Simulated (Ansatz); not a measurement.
# In3Se2: one candidate structure

Where does In3Se2 go from the start given, anti-corundum type (R-3c, No. 167)?

Program: Ansatz 0.2.0. Level of theory: DFT PBE, scalar-relativistic, plane waves, PAW. These are calculated values, not measurements.

## 1. The structure to begin with

The structure is trigonal, space group R-3c (No. 167). The conventional cell has a = 6.859 Å, b = 6.859 Å, c = 18.727 Å, α = 90.00°, β = 90.00°, γ = 120.00°. In (site symmetry 2) has 4 Se at 2.67 to 2.84 Å as nearest neighbours. Se (site symmetry 3) has 6 In at 2.67 to 2.84 Å as nearest neighbours.

Coordinates:

```cif
data_structure
_symmetry_space_group_name_H-M 'R-3c:H'
_symmetry_Int_Tables_number 167
_cell_length_a 6.8591
_cell_length_b 6.8591
_cell_length_c 18.7268
_cell_angle_alpha 90.000
_cell_angle_beta 90.000
_cell_angle_gamma 120.000
_cell_volume 763.00
loop_
_atom_site_label
_atom_site_type_symbol
_atom_site_symmetry_multiplicity
_atom_site_Wyckoff_symbol
_atom_site_fract_x
_atom_site_fract_y
_atom_site_fract_z
_atom_site_occupancy
In1 In 18 e 0.30625 0.00000 0.25000 1
Se1 Se 12 c 0.00000 0.00000 0.35218 1
```

(A quick probe on a coarse mesh, which set the mesh and smearing, is not shown.)

## 3. A loose first relaxation

Input file input.yaml:

```yaml
crystal:
  lattice:
    - [3.429536127, 1.9800436061, 6.2422707666]
    - [-3.429536127, 1.9800436061, 6.2422707666]
    - [0.0, -3.9600872123, 6.2422707666]
  atoms:
    - { symbol: In, position: [0.05625, 0.44375, 0.75] }
    - { symbol: In, position: [0.75, 0.05625, 0.44375] }
    - { symbol: In, position: [0.44375, 0.75, 0.05625] }
    - { symbol: In, position: [0.94375, 0.55625, 0.25] }
    - { symbol: In, position: [0.25, 0.94375, 0.55625] }
    - { symbol: In, position: [0.55625, 0.25, 0.94375] }
    - { symbol: Se, position: [0.85218, 0.85218, 0.85218] }
    - { symbol: Se, position: [0.64782, 0.64782, 0.64782] }
    - { symbol: Se, position: [0.14782, 0.14782, 0.14782] }
    - { symbol: Se, position: [0.35218, 0.35218, 0.35218] }
basis:
  ecutwfc: 420
kpoints:
  mp_grid: { grid: [3, 3, 3] }
hamiltonian:
  xc: pbe
scf:
  occupations: { method: gaussian, width: 0.1 }
  lower_state_search: "off"
output:
  forces: true
  stress: true
  eigenvalues: true
relax:
  adjacent_minimum: "off"
  f_tol: 0.04
  max_steps: 70
  cell: { stress_tol: 0.4 }
```

Run with:

```sh
> ansatz run input.yaml --threads 1 --pin off --max-ram 2560MiB --backend cpu --events-out ev --progress --plain --runs-dir out
```

The session goes on with these runs: full relaxation.

Q: Predict the outcome of this session.

**Answer**, as computed:

Formation energies count from the elements, computed with the same settings in runs not shown here.

```
                          quantity                                                                        value
               cell (conventional)  a = 7.785 Å, b = 7.785 Å, c = 18.778 Å, α = 90.00°, β = 90.00°, γ = 120.00°
                       space group                                                               R-3c (No. 167)
                            volume                                                                32.86 Å³/atom
                   gap on the mesh                                                                 none (metal)
formation energy from the elements                                                               -0.199 eV/atom
```

**Reading.** The space group stayed R-3c, and from the first guess the volume went from 25.43 to 32.86 Å³/atom. With -0.20 eV/atom it lies under the elements, which doesn't yet make it stable against other compounds of them. The final runs have no spin polarisation, so no magnetic state was tried and one may lie lower.
